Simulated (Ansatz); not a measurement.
# BH3O2: the cost of one run

The runs use Ansatz 0.2.0, Gaussian basis; PBE0-D4/def2-TZVP structures, single points in def2-TZVPP, no counterpoise correction.

Levels: SPW92, PBE-D4, BLYP-D4, r2SCAN-D4, B97M-V, PBE0-D4, B3LYP-D4, r2SCAN0-D4, BHLYP-D4, CAM-B3LYP-D4, wB97X-V, wB97M-V, B2PLYP, PBE-QIDH, RPA on PBE, Hartree-Fock, MP2, CCSD, CCSD(T).

Correlated methods freeze the cores. B3LYP uses VWN-RPA correlation. B2PLYP carries no dispersion term here.

95 further runs of the same task are left out: 1 that didn't finish, 94 set aside as unsound or not needed. Runs told in other sessions of the task aren't counted.

## Step 1: The starting structure

The complex: 11 atoms, charge 0, spin multiplicity 1.

Atoms are counted from 1 here; the program's logs count them from 0.

Bond lengths: B1–O3 1.366 Å, B1–O4 1.351 Å, B1–H6 1.198 Å, Si2–H5 1.482 Å, Si2–H7 1.481 Å, Si2–H8 1.486 Å, Si2–H9 1.488 Å, O3–H10 0.958 Å, O4–H11 0.964 Å. Angles: O3–B1–O4 119.3°, O3–B1–H6 121.9°, O4–B1–H6 118.7°, H5–Si2–H7 110.9°, H5–Si2–H8 109.3°, H5–Si2–H9 109.7°, H7–Si2–H8 109.4°, H7–Si2–H9 109.7°, H8–Si2–H9 107.8°, B1–O3–H10 113.3°, B1–O4–H11 112.3°.

As a file:

```
B    -1.84265    0.90968    0.10737
Si    1.83061   -0.90982   -0.03632
O    -0.66591    1.10591   -0.55881
O    -2.03354   -0.24150    0.78874
H     1.90261    0.21443    0.92666
H    -2.71509    1.73040    0.10733
H     1.90313   -0.41689   -1.43152
H     2.95685   -1.84608    0.21697
H     0.56161   -1.66150    0.16376
H    -0.62158    1.95037   -1.00982
H    -1.27605   -0.83478    0.72563
```

Its parts: BH₃O₂ holds atoms 1, 3, 4, 6, 10, 11; SiH₄ holds atoms 2, 5, 7, 8, 9. Each part counts its atoms afresh in its own runs.

## Step 2: Relaxing BH₃O₂ alone

The input, relax-a/in.yaml:

```yaml
crystal:
  periodic: [false, false, false]
  atoms:
    - {symbol: B, position_ang: [-1.842647, 0.909683, 0.107372]}
    - {symbol: O, position_ang: [-0.665907, 1.105906, -0.558807]}
    - {symbol: O, position_ang: [-2.033540, -0.241504, 0.788737]}
    - {symbol: H, position_ang: [-2.715089, 1.730397, 0.107334]}
    - {symbol: H, position_ang: [-0.621577, 1.950369, -1.009820]}
    - {symbol: H, position_ang: [-1.276049, -0.834784, 0.725629]}
basis:
  gaussian: {orbitals: def2-TZVP}
hamiltonian: {xc: pbe0, dispersion: d4}
relax: {f_tol: 0.005, max_steps: 200}
```

Launch:

```console
$ ansatz run in.yaml --threads 4 --pin off --events-out ev --progress --plain --max-ram 9574MiB
```

**Question.** How long does this run take on 4 threads of Intel Xeon Platinum 8175M at 2.50GHz, shared host?

About 7 s.
